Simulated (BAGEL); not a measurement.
# UHF/6-31G(d) (density fitting with qzvpp-jkfit, spherical functions) run of C2H3Ge (SMILES [C]#[C][GeH3])

What is the vertical electron affinity of C2H3Ge at UHF/6-31G* (density fitting with qzvpp-jkfit, spherical functions)? 

The calculation is run with BAGEL 1.2.2.

11 further runs of the same task are left out: 7 that didn't finish, 4 set aside as unsound or not needed. Runs told in other sessions of the task aren't counted.

## Step 1: The system as given

C2H3Ge: 6 atoms, total charge 0, spin state doublet. SMILES: `[C]#[C][GeH3]`. The shape is that of a PBE0-D4/def2-TZVP optimisation.

Bond lengths: C1–C2 1.211 Å, C2–Ge3 1.905 Å, Ge3–H4 1.532 Å, Ge3–H5 1.532 Å, Ge3–H6 1.532 Å. Angles: C1–C2–Ge3 180.0°, C2–Ge3–H4 108.1°, C2–Ge3–H5 108.1°, C2–Ge3–H6 108.1°, H4–Ge3–H5 110.8°, H4–Ge3–H6 110.8°, H5–Ge3–H6 110.8°.

## Step 2: The energy at UHF/6-31G(d) (density fitting with qzvpp-jkfit, spherical functions)

File job.json:

```json
{ "bagel" : [

{
  "title" : "molecule",
  "basis" : "6-31gs.json",
  "df_basis" : "qzvpp-jkfit",
  "angstrom" : true,
  "geometry" : [
    { "atom" : "C", "xyz" : [       1.063000,      -1.993700,       1.127200 ] },
    { "atom" : "C", "xyz" : [       0.554800,      -1.039400,       0.581600 ] },
    { "atom" : "Ge", "xyz" : [      -0.244200,       0.461100,      -0.277700 ] },
    { "atom" : "H", "xyz" : [      -1.482100,      -0.028100,      -1.035900 ] },
    { "atom" : "H", "xyz" : [       0.783700,       1.059700,      -1.242900 ] },
    { "atom" : "H", "xyz" : [      -0.633000,       1.476400,       0.801400 ] }
  ]
},

{ "title" : "uhf", "nopen" : 1 },

{ "title" : "print", "file" : "orbitals.molden", "orbitals" : true }

]}
```

The basis set 6-31G* is read from a file made from the Basis Set Exchange's data (not shown).

The run is started by

```
$ BAGEL_NUM_THREADS=1 BAGEL job.json > job.out
```

Output:

```text
* using 1 threads per process

  ===============================================================
  ===============================================================

  *** Geometry ***

  { "atom" : "C", "xyz" : [      2.008779,     -3.767547,      2.130099 ] },
  { "atom" : "C", "xyz" : [      1.048420,     -1.964181,      1.099065 ] },
  { "atom" : "Ge", "xyz" : [     -0.461471,      0.871353,     -0.524777 ] },
  { "atom" : "H", "xyz" : [     -2.800763,     -0.053101,     -1.957567 ] },
  { "atom" : "H", "xyz" : [      1.480978,      2.002543,     -2.348741 ] },
  { "atom" : "H", "xyz" : [     -1.196197,      2.789992,      1.514427 ] },

  Number of auxiliary basis functions:      470

  Since a DF basis is specified, we compute 2- and 3-index integrals:
    o Being stored without compression. Storage requirement is 0.016 GB

  Number of basis functions:       66
  Number of electrons      :       47

    * METHOD: MOLECULE                             0.18

  *** Open-shell HF ***

  === Nuclear Repulsion ===
   141.3421998214

      * DIIS with orbital gradients will be used.

  === UHF iteration (6-31gs.json) ===
      0      -2152.28380322          0.02238314           0.08
      1      -2152.35891277          0.00986301           0.08
      2      -2152.37591905          0.00561815           0.08
      3      -2152.38115503          0.00290750           0.08
      4      -2152.38543703          0.00143449           0.08
      5      -2152.38784305          0.00085723           0.08
      6      -2152.38959528          0.00048439           0.08
      7      -2152.39142854          0.00033276           0.08
      8      -2152.39349303          0.00019796           0.08
      9      -2152.39517991          0.00015769           0.08
     10      -2152.39600649          0.00010008           0.08
     11      -2152.39603064          0.00003894           0.08
     12      -2152.39606002          0.00002093           0.08
     13      -2152.39606508          0.00000303           0.08
     14      -2152.39606515          0.00000186           0.08
     15      -2152.39606524          0.00000067           0.08
     16      -2152.39606525          0.00000036           0.08
     17      -2152.39606525          0.00000020           0.08
     18      -2152.39606525          0.00000005           0.08
     19      -2152.39606525          0.00000003           0.08
     20      -2152.39606525          0.00000002           0.08
     21      -2152.39606525          0.00000001           0.08
     22      -2152.39606525          0.00000001           0.08
    * SCF iteration converged.

    * S^2 (UHF) is 1.1656

    * Permanent dipole moment:
           (    0.134857,    -0.253205,     0.145039) a.u.

    * METHOD: UHF                                  2.01

    * METHOD: PRINT                                0.01

  ===============================================================
```

Wall time 2.3 s (1 thread of Arm Neoverse V2, shared host).

## Step 3: The singlet anion

File calc.json:

```json
{ "bagel": [

{
  "title": "molecule",
  "basis": "6-31gs.json",
  "df_basis": "qzvpp-jkfit",
  "angstrom": "true",
  "geometry": [
    { "atom": "C", "xyz": [       1.063000,      -1.993700,       1.127200 ] },
    { "atom": "C", "xyz": [       0.554800,      -1.039400,       0.581600 ] },
    { "atom": "Ge", "xyz": [      -0.244200,       0.461100,      -0.277700 ] },
    { "atom": "H", "xyz": [      -1.482100,      -0.028100,      -1.035900 ] },
    { "atom": "H", "xyz": [       0.783700,       1.059700,      -1.242900 ] },
    { "atom": "H", "xyz": [      -0.633000,       1.476400,       0.801400 ] }
  ]
},

{ "title": "hf", "charge": -1 },

{ "title": "print", "file": "orbitals.molden", "orbitals": "true" }

]}
```

The basis set 6-31G* is read from a file made from the Basis Set Exchange's data (not shown).

The run is started by

```
$ BAGEL_NUM_THREADS=1 BAGEL calc.json > calc.out
```

Output:

```text
* using 1 threads per process

  ===============================================================
  ===============================================================

  *** Geometry ***

  { "atom" : "C", "xyz" : [      2.008779,     -3.767547,      2.130099 ] },
  { "atom" : "C", "xyz" : [      1.048420,     -1.964181,      1.099065 ] },
  { "atom" : "Ge", "xyz" : [     -0.461471,      0.871353,     -0.524777 ] },
  { "atom" : "H", "xyz" : [     -2.800763,     -0.053101,     -1.957567 ] },
  { "atom" : "H", "xyz" : [      1.480978,      2.002543,     -2.348741 ] },
  { "atom" : "H", "xyz" : [     -1.196197,      2.789992,      1.514427 ] },

  Number of auxiliary basis functions:      470

  Since a DF basis is specified, we compute 2- and 3-index integrals:
    o Being stored without compression. Storage requirement is 0.016 GB

  Number of basis functions:       66
  Number of electrons      :       47

    * METHOD: MOLECULE                             0.18

  *** RHF ***

  === Nuclear Repulsion ===
   141.3421998214

      * DIIS with orbital gradients will be used.

  === RHF iteration (6-31gs.json) ===
      0      -2152.28231322          0.01807422           0.04
      1      -2152.39955395          0.00953217           0.04
      2      -2152.43185757          0.00173108           0.04
      3      -2152.43352337          0.00084070           0.04
      4      -2152.43376222          0.00014770           0.04
      5      -2152.43378154          0.00006127           0.04
      6      -2152.43378299          0.00002486           0.04
      7      -2152.43378334          0.00000355           0.04
      8      -2152.43378335          0.00000095           0.04
      9      -2152.43378335          0.00000028           0.04
     10      -2152.43378335          0.00000009           0.04
     11      -2152.43378335          0.00000003           0.04
     12      -2152.43378335          0.00000001           0.04
     13      -2152.43378335          0.00000000           0.04
    * SCF iteration converged.

    * Permanent dipole moment:
           (    1.519308,    -2.853085,     1.632998) a.u.

    * METHOD: HF                                   0.71

    * METHOD: PRINT                                0.01

  ===============================================================
```

Run time: 1 s. Hardware: 1 thread of Arm Neoverse V2, shared host.

## Step 4: What came out

Level: UHF/6-31G* (density fitting with qzvpp-jkfit, spherical functions).

| quantity | value |
| --- | --- |
| doublet C2H3Ge: total energy | -2152.39607 Eh |
| doublet C2H3Ge: dipole moment | 0.82 D |
| doublet C2H3Ge: ⟨S²⟩ | 1.166 |
| singlet anion: total energy | -2152.43378 Eh |
| singlet anion: HOMO energy | -3.18 eV |
| singlet anion: LUMO energy | 8.13 eV |
| singlet anion: HOMO–LUMO gap (to an unbound level, set by the basis) | 11.31 eV |
| vertical electron affinity (to the singlet anion) | 1.026 eV |

What this shows: At fixed nuclei the extra electron is bound by 1.03 eV (99 kJ/mol). The basis has no diffuse functions, so the error can be as large as this value. ⟨S²⟩ (doublet C2H3Ge) is 1.17 where a pure doublet has 0.75: the reference is spin-contaminated.
